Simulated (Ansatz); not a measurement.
Wanted: the native input for an Ansatz 0.2.0 run.

| Quantity | Value |
| --- | --- |
| Task | relaxation of the atoms |
| Functional | PBE |
| Potentials or basis | all-electron LAPW, scalar-relativistic |
| Basis error allowed | 0.002 eV/atom |
| k mesh | 11 × 11 × 1 |
| Occupations | fermi-dirac, width 0.05 eV |
| Spin | collinear spin, ferromagnetic start |
| Starting moments | [2.0] μB |

The system is V, a sheet with vacuum.

```
V
1.0
     2.29552    0.00000    0.00000
     0.00000    2.29552    0.00000
     0.00000    0.00000   23.80000
V
1
Direct
  0.50000 0.50000 0.29412
```

The cell was built by a generator and needn't be a form met in nature.

These files were run (other wordings do the same):

input.yaml

```yaml
crystal:
  lattice:
    - [2.29552, 0.0, 0.0]
    - [0.0, 2.29552, 0.0]
    - [0.0, 0.0, 23.8]
  atoms:
    - { symbol: V, position: [0.5, 0.5, 0.29412], spin: 2.0 }
kpoints:
  mp_grid: { grid: [11, 11, 1] }
scf:
  occupations: { method: fermi_dirac, width: 0.05 }
hamiltonian:
  xc: pbe
  pseudopotentials: { kind: all_electron, lapw: { basis_error: 0.002 } }
magnetization:
  spin_polarized: true
output:
  forces: true
  stress: true
relax:
  f_tol: 0.02
  max_steps: 60
```

Potentials or basis: all-electron LAPW, scalar-relativistic.

The run is started by

```console
$ ansatz run input.yaml --threads 2 --pin off --max-ram 8192MiB --backend cpu --events-out ev --progress --plain --runs-dir out
```

Results of the run:

* Net moment: 0.00 μB per cell
* Absolute moment: 0.00 μB per cell

Caveat: the relaxation stopped at its first step, so nothing moved; the starting moments weren't kept.

It took 18 s on 2 threads of Intel(R) Xeon(R) Platinum 8375C CPU @ 2.90GHz (Ice Lake) (shared host), peak memory 0.54 GiB.
